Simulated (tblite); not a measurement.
# C4H10NOSi2: the cost of one run

The runs use tblite 0.8.0 and PySCF 2.14.0, with density-fitted response routines of our own; the level of theory stands in each step. All values are computed, except where a source is named. Atoms are numbered from 0 throughout.

## Step 1: Starting geometry

18 atoms, charge 0, multiplicity 2; geometry from: force field or distance geometry start.

Bonds of the start (Å): C0–C1 1.30, C1–O2 1.35, O2–C3 1.40, C3–C4 1.35, C3–N5 1.41, N5–Si6 1.71, N5–Si7 1.72, C0–H8 1.06, C1–H9 1.09, C4–H10 1.09, C4–H11 1.08, Si6–H12 1.50, Si6–H13 1.48, Si6–H14 1.48, Si7–H15 1.49, Si7–H16 1.49, Si7–H17 1.47.

## Step 2: Geometry optimisation with GFN2-xTB

The job: settings as JSON, then the geometry in Å.

```
{"job": {"kind": "relax", "xc": "GFN2-xTB", "basis": "xTB"}, "charge": 0, "multiplicity": 2}
C      3.280400     1.505700     0.025000
C      2.356100     0.626600     0.261000
O      1.436400     0.387200    -0.702100
C      0.450200    -0.574600    -0.455900
C      0.826200    -1.862300    -0.612000
N     -0.831400    -0.130200    -0.086800
Si    -2.171600    -1.024300     0.476000
Si    -1.363100     1.508800    -0.111100
H      4.020500     2.237400    -0.185900
H      2.234200     0.094800     1.209300
H      1.837600    -2.096200    -0.933700
H      0.158600    -2.705700    -0.480000
H     -2.753900    -0.424300     1.719700
H     -3.187000    -1.125600    -0.596700
H     -1.742800    -2.392200     0.836500
H     -1.370700     2.037800     1.282300
H     -2.724900     1.621400    -0.708700
H     -0.463400     2.322100    -0.948600
```

Command:

```sh
$ OMP_NUM_THREADS=1 python probes_run.py task.json out
```

The driver reads the jobs from task.json and runs them one after another.

**Question.** How long does this first job take on 1 thread of Arm Neoverse V1, shared host?

About 1.5 s.
